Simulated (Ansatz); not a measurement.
**ClH5HfN2O: small, medium and large basis sets**

How large a basis does ClH5HfN2O need? Two functionals are run in growing sets.

The runs use Ansatz 0.2.0, Gaussian basis; one geometry, several basis sets.

Levels to be run: PBE0-D4/def2-SVP; ωB97M-V/def2-SVP; PBE0-D4/def2-QZVPP; ωB97M-V/def2-QZVPP; the functionals' def2-TZVPP values are taken from earlier runs.

### 1 The relaxed structure

An earlier PBE0-D4 in a triple-zeta def2 set relaxation fixed the geometry. Hf takes the def2 core potential; no spin-orbit term is included.

10 atoms, charge 0, spin multiplicity 1.

Atoms are counted from 1 here; the program's logs count them from 0.

Bond lengths: N1–Hf2 2.023 Å, N1–H6 1.011 Å, N1–H7 1.010 Å, Hf2–N3 2.029 Å, Hf2–O4 1.925 Å, Hf2–Cl5 2.385 Å, N3–H8 1.011 Å, N3–H9 1.010 Å, O4–H10 0.953 Å. Angles: Hf2–N1–H6 124.9°, Hf2–N1–H7 125.9°, H6–N1–H7 108.9°, N1–Hf2–N3 105.6°, N1–Hf2–O4 106.7°, N1–Hf2–Cl5 112.9°, N3–Hf2–O4 112.2°, N3–Hf2–Cl5 108.0°, O4–Hf2–Cl5 111.3°, Hf2–N3–H8 125.7°, Hf2–N3–H9 125.5°, H8–N3–H9 108.8°, Hf2–O4–H10 149.7°.

### 2 PBE0-D4 in def2-SVP

File in.yaml:

```yaml
crystal:
  periodic: [false, false, false]
  atoms:
    - {symbol: N, position_ang: [1.531861, 0.938450, -0.222593]}
    - {symbol: Hf, position_ang: [-0.203812, -0.068876, -0.480769]}
    - {symbol: N, position_ang: [-1.209977, 0.119090, 1.271117]}
    - {symbol: O, position_ang: [0.267082, -1.897356, -0.857150]}
    - {symbol: Cl, position_ang: [-1.563122, 0.850424, -2.211474]}
    - {symbol: H, position_ang: [1.613130, 1.943948, -0.154301]}
    - {symbol: H, position_ang: [2.458271, 0.536806, -0.246425]}
    - {symbol: H, position_ang: [-2.168976, -0.156177, 1.432769]}
    - {symbol: H, position_ang: [-0.834302, 0.507565, 2.123884]}
    - {symbol: H, position_ang: [0.192947, -2.825072, -0.652157]}
basis:
  gaussian: {orbitals: def2-SVP}
hamiltonian: {xc: pbe0, dispersion: d4}
output: {orbitals: {seedname: orbitals}}
```

Further steps of the session: ωB97M-V in def2-SVP; PBE0-D4 in def2-QZVPP; ωB97M-V in def2-QZVPP.

Before running them: what should the planned runs give, taken together? Wanted: PBE0-D4: double and triple zeta above quadruple; ωB97M-V: double and triple zeta above quadruple.

The runs gave:

| quantity | value |
| --- | --- |
| PBE0-D4: double and triple zeta above quadruple | 11.64, 0.69 eV |
| ωB97M-V: double and triple zeta above quadruple | 11.78, 0.66 eV |

**Reading.** For PBE0-D4 the step from double to triple zeta gains 10.95 eV and the next only 0.69 eV. Total energies overstate the basis error of differences, where much of it tends to cancel. The LUMO of ωB97M-V is positive and keeps falling with the basis (1.29 to 0.46 eV): an unbound level that the basis holds in place.
